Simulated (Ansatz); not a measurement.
# CH5BClN: basis-set convergence

The task here is to estimate one member of a computed series from the others.

Computed with Ansatz 0.2.0, Gaussian basis. Level: one geometry, several basis sets.

The runs, in order: PBE0-D4/def2-SVP; ωB97M-V/def2-SVP; PBE0-D4/def2-QZVPP; ωB97M-V/def2-QZVPP; the functionals' def2-TZVPP values are taken from earlier runs.

1 further run of the same task is left out (it didn't finish).

### Structure used throughout

All runs share one geometry, relaxed beforehand with PBE0-D4 in a triple-zeta def2 set.

SMILES `NCBCl`, 9 atoms, charge 0, spin multiplicity 1.

Atoms are counted from 1 here; the program's logs count them from 0.

Bond lengths: N1–C2 1.444 Å, N1–H5 1.011 Å, N1–H6 1.010 Å, C2–B3 1.549 Å, C2–H7 1.112 Å, C2–H8 1.100 Å, B3–Cl4 1.749 Å, B3–H9 1.193 Å. Angles: C2–N1–H5 111.5°, C2–N1–H6 112.1°, H5–N1–H6 108.4°, N1–C2–B3 117.7°, N1–C2–H7 114.9°, N1–C2–H8 110.4°, B3–C2–H7 102.2°, B3–C2–H8 107.0°, H7–C2–H8 103.3°, C2–B3–Cl4 121.6°, C2–B3–H9 121.3°, Cl4–B3–H9 116.9°.

As a file:

```
N    -0.9825    0.9020    0.1036
C     0.1044    0.0533    0.5320
B     0.5773   -1.0556   -0.4402
Cl    0.0542   -1.0972   -2.1081
H    -0.9103    1.1293   -0.8789
H    -1.0205    1.7646    0.6276
H     1.0535    0.5864    0.7614
H    -0.1459   -0.4394    1.4830
H     1.3582   -1.8897   -0.0976
```

Set-up of the first run:

File in.yaml:

```yaml
crystal:
  periodic: [false, false, false]
  atoms:
    - {symbol: N, position_ang: [-0.982547, 0.902013, 0.103634]}
    - {symbol: C, position_ang: [0.104444, 0.053280, 0.532040]}
    - {symbol: B, position_ang: [0.577314, -1.055562, -0.440190]}
    - {symbol: Cl, position_ang: [0.054158, -1.097158, -2.108094]}
    - {symbol: H, position_ang: [-0.910288, 1.129303, -0.878914]}
    - {symbol: H, position_ang: [-1.020481, 1.764642, 0.627623]}
    - {symbol: H, position_ang: [1.053505, 0.586350, 0.761361]}
    - {symbol: H, position_ang: [-0.145860, -0.439398, 1.483030]}
    - {symbol: H, position_ang: [1.358154, -1.889671, -0.097590]}
basis:
  gaussian: {orbitals: def2-SVP}
hamiltonian: {xc: pbe0, dispersion: d4}
output: {orbitals: {seedname: orbitals}}
```

Steps of the session up to this table: PBE0-D4 in def2-SVP; ωB97M-V in def2-SVP; PBE0-D4 in def2-QZVPP; ωB97M-V in def2-QZVPP.

One table of the session follows, with a row left open; its other results are not shown here.

It belongs to the step «Density functionals: the series». 

| functional | basis | HOMO (eV) |
| --- | --- | --- |
| PBE0-D4 | def2-SVP | -6.65 |
| PBE0-D4 | def2-TZVPP | -7.00 |
| PBE0-D4 | def2-QZVPP | -7.06 |
| ωB97M-V | def2-SVP | -9.04 |
| ωB97M-V | def2-TZVPP | ? |
| ωB97M-V | def2-QZVPP | -9.46 |

Estimate the missing values for ωB97M-V, def2-TZVPP.

The run gave: HOMO (eV): -9.40. In the column «HOMO (eV)» it lies between ωB97M-V, def2-QZVPP (-9.46) and ωB97M-V, def2-SVP (-9.04).
